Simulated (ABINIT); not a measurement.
Set up this calculation in ABINIT 10.8.3 (patched build), as the native input.

```yaml
Task: single point
Functional: PBE
Potentials_or_basis: JTH PAW PBE v2.0
Cutoff: 707 eV
k_mesh: 9 × 9 × 9
Occupations: fermi-dirac, width 0.05 eV
Spin: no spin polarisation
Fine-grid_cutoff: 1306.15 eV
```

The structure of Cu3O2 lies in POSCAR:

```
Cu3O2
1.0
   -2.0229820000      2.0229820000      3.6736170000
    2.0229820000     -2.0229820000      3.6736170000
    2.0229820000      2.0229820000     -3.6736170000
Cu O
3 2
Direct
    0.0000000000      0.0000000000      0.0000000000  Cu
    0.7500000000      0.2500000000      0.5000000000  Cu
    0.2500000000      0.7500000000      0.5000000000  Cu
    0.5000000000      0.0000000000      0.5000000000  O
    0.0000000000      0.5000000000      0.5000000000  O
```

The cell comes from a database or a generator and needn't be the stable form of this composition.

The input as run:

run.abi

```
# Pseudopotentials
pp_dirpath "./"
pseudos "Cu.GGA_PBE-JTH.xml, O.GGA_PBE-JTH.xml"

# Structure
structure "poscar:POSCAR"
natom 5

# Plane-wave basis
ecut 26.0
pawecutdg 48.0
pawxcdev 0

# k points
kptopt 1
ngkpt 9 9 9
nshiftk 1
shiftk 0.0 0.0 0.0

# Exchange and correlation
ixc 11

# Bands and occupations
nband 42
occopt 3
tsmear 0.05 eV

# SCF cycle
nstep 100
tolvrs 1.0e-9

# Output
iomode 3
prtwf 0
prtden 0
prteig 0
prtebands 0
```

Potentials or basis: JTH PAW PBE v2.0.

Command:

```console
$ abinit run.abi > log 2>&1
```

It gave:

The pressure is 0.6 GPa. The band gap on the k mesh is none (metal or under the smearing width). The valence electrons inside the program's atomic spheres are Cu 17.28, 17.36; O 4.53.

Caveat: an odd number of electrons without spin polarisation forces a metal; a magnetic or distorted state may lie lower; the run has no spin polarisation, though such a crystal can be magnetic; semilocal functionals often make such compounds metallic where correlation or magnetic order opens a gap, which also shifts bond lengths.

Run time: 11 min on 1 thread of Arm Neoverse V2, with other jobs on the host, peak memory 0.35 GiB.
